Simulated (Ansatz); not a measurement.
**C6H9B: small, medium and large basis sets**

The task here is to estimate one member of a computed series from the others.

Method: one geometry, several basis sets; program: Ansatz 0.2.0, Gaussian basis.

Levels to be run: PBE0-D4/def2-SVP; ωB97M-V/def2-SVP; PBE0-D4/def2-QZVPP; ωB97M-V/def2-QZVPP; the functionals' def2-TZVPP values are taken from earlier runs.

## The geometry

All runs share one geometry, relaxed beforehand with PBE0-D4 in a triple-zeta def2 set.

SMILES `C=CB(C=C)C=C`, 16 atoms, charge 0, spin multiplicity 1.

Atoms are counted from 1 here; the program's logs count them from 0.

Bond lengths: C1–C2 1.336 Å, C1–H8 1.086 Å, C1–H9 1.086 Å, C2–B3 1.555 Å, C2–H10 1.089 Å, B3–C4 1.555 Å, B3–C6 1.555 Å, C4–C5 1.336 Å, C4–H11 1.089 Å, C5–H12 1.086 Å, C5–H13 1.086 Å, C6–C7 1.336 Å, C6–H14 1.089 Å, C7–H15 1.086 Å, C7–H16 1.086 Å. Angles: C2–C1–H8 121.9°, C2–C1–H9 122.4°, H8–C1–H9 115.7°, C1–C2–B3 124.1°, C1–C2–H10 116.0°, B3–C2–H10 119.8°, C2–B3–C4 120.0°, C2–B3–C6 120.0°, C4–B3–C6 120.0°, B3–C4–C5 124.1°, B3–C4–H11 119.8°, C5–C4–H11 116.0°, C4–C5–H12 122.4°, C4–C5–H13 121.9°, H12–C5–H13 115.7°, B3–C6–C7 124.1°, B3–C6–H14 119.8°, C7–C6–H14 116.0° and more.

Coordinates:

```
C     1.1780   -1.4277    1.7624
C     1.2442   -0.5400    0.7664
B     0.0149   -0.0537   -0.0527
C     0.1757    1.0953   -1.0883
C     1.2931    1.8095   -1.2483
C    -1.3756   -0.7156    0.1645
C    -2.5086   -0.2794   -0.3926
H     0.2392   -1.8822    2.0639
H     2.0542   -1.7360    2.3260
H     2.2337   -0.1416    0.5460
H    -0.6615    1.3672   -1.7299
H     1.3687    2.6175   -1.9706
H     2.1835    1.6214   -0.6561
H    -1.4666   -1.5832    0.8167
H    -2.5276    0.5804   -1.0552
H    -3.4681   -0.7544   -0.2080
```

Set-up of the first run:

File in.yaml:

```yaml
crystal:
  periodic: [false, false, false]
  atoms:
    - {symbol: C, position_ang: [1.178016, -1.427706, 1.762368]}
    - {symbol: C, position_ang: [1.244169, -0.540047, 0.766439]}
    - {symbol: B, position_ang: [0.014850, -0.053738, -0.052684]}
    - {symbol: C, position_ang: [0.175739, 1.095305, -1.088299]}
    - {symbol: C, position_ang: [1.293136, 1.809462, -1.248278]}
    - {symbol: C, position_ang: [-1.375637, -0.715551, 0.164533]}
    - {symbol: C, position_ang: [-2.508585, -0.279417, -0.392599]}
    - {symbol: H, position_ang: [0.239247, -1.882217, 2.063890]}
    - {symbol: H, position_ang: [2.054166, -1.736047, 2.325989]}
    - {symbol: H, position_ang: [2.233741, -0.141630, 0.546003]}
    - {symbol: H, position_ang: [-0.661537, 1.367215, -1.729868]}
    - {symbol: H, position_ang: [1.368738, 2.617455, -1.970642]}
    - {symbol: H, position_ang: [2.183476, 1.621352, -0.656114]}
    - {symbol: H, position_ang: [-1.466613, -1.583247, 0.816749]}
    - {symbol: H, position_ang: [-2.527587, 0.580419, -1.055241]}
    - {symbol: H, position_ang: [-3.468117, -0.754410, -0.208046]}
basis:
  gaussian: {orbitals: def2-SVP}
hamiltonian: {xc: pbe0, dispersion: d4}
output: {orbitals: {seedname: orbitals}}
```

On the command line:

```sh
$ ansatz run in.yaml --threads 2 --pin off --events-out ev --progress --plain --max-ram 32768MiB --backend cpu
```

Among the steps run: PBE0-D4 in def2-SVP; ωB97M-V in def2-SVP; PBE0-D4 in def2-QZVPP; ωB97M-V in def2-QZVPP.

One of the session's tables, all rows but one given; the rest of the session is left out.

It belongs to the step «Density functionals: the series». 

| functional | basis | HOMO (eV) | LUMO (eV) |
| --- | --- | --- | --- |
| PBE0-D4 | def2-SVP | -7.65 | -2.04 |
| PBE0-D4 | def2-TZVPP | -7.71 | -2.14 |
| PBE0-D4 | def2-QZVPP | -7.72 | -2.16 |
| ωB97M-V | def2-SVP | ? | ? |
| ωB97M-V | def2-TZVPP | -9.91 | -0.15 |
| ωB97M-V | def2-QZVPP | -9.92 | -0.19 |

Q: Estimate the row for ωB97M-V, def2-SVP from the others.

As computed: HOMO (eV): -9.85; LUMO (eV): -0.02. In the column «HOMO (eV)» it lies between ωB97M-V, def2-TZVPP (-9.91) and PBE0-D4, def2-QZVPP (-7.72).
